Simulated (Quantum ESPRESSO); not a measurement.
Here is a Quantum ESPRESSO 7.5 calculation.

Contents of pw.in:

```
&CONTROL
  calculation = 'vc-relax'
  prefix = 'pwscf'
  outdir = './tmp'
  pseudo_dir = './pseudo'
  tprnfor = .true.
  tstress = .true.
  disk_io = 'low'
  nstep = 40
  forc_conv_thr = 0.0004
  etot_conv_thr = 1d-05
/
&SYSTEM
  ibrav = 0
  nat = 2
  ntyp = 2
  ecutwfc = 78
  ecutrho = 626
  nbnd = 15
  occupations = 'smearing'
  smearing = 'fd'
  degauss = 0.00367493
/
&ELECTRONS
  conv_thr = 4d-10
  electron_maxstep = 120
  mixing_beta = 0.5
/
&IONS
  ion_dynamics = 'bfgs'
/
&CELL
  cell_dynamics = 'bfgs'
  press = 0
  press_conv_thr = 0.3
/
ATOMIC_SPECIES
Sn   118.7100 sn_pbesol_v1.4.uspp.F.UPF
Al    26.9815 al_pbesol_v1.uspp.F.UPF
CELL_PARAMETERS angstrom
   4.1981056157    0.0000000000    0.0000000000
  -2.0990528078    3.6356661109    0.0000000000
   0.0000000000    0.0000000000    3.3068470000
ATOMIC_POSITIONS angstrom
Sn    -0.0000000002    2.4237774074    1.6534235000
Al     0.0000000000    0.0000000000    0.0000000000
K_POINTS automatic
7 7 8 0 0 0
```

Potentials or basis: GBRV 1.5 PBEsol.

Command:

```sh
$ OMP_NUM_THREADS=1 mpirun -n 2 pw.x -nk 2 -in pw.in > pw.out
```

Q: What does it give for the relaxed volume?

A: 24.22 Å³/atom.

Q: What does it give for the space group after relaxing (to 0.05 Å)?

A: P-6m2 (No. 187).

Step by step:
```csv
step,energy change (eV),largest force (eV/Å),pressure (GPa),volume (Å³)
1,0.0000,0.0000,-2.12,50.47
2,-0.0063,0.0000,-1.57,49.93
3,-0.0121,0.0000,-0.75,49.15
4,-0.0139,0.0000,0.08,48.42
5,-0.0139,0.0000,0.03,48.45
6,-0.0141,0.0000,0.01,48.46
7,-0.0141,0.0000,-0.01,48.45
```
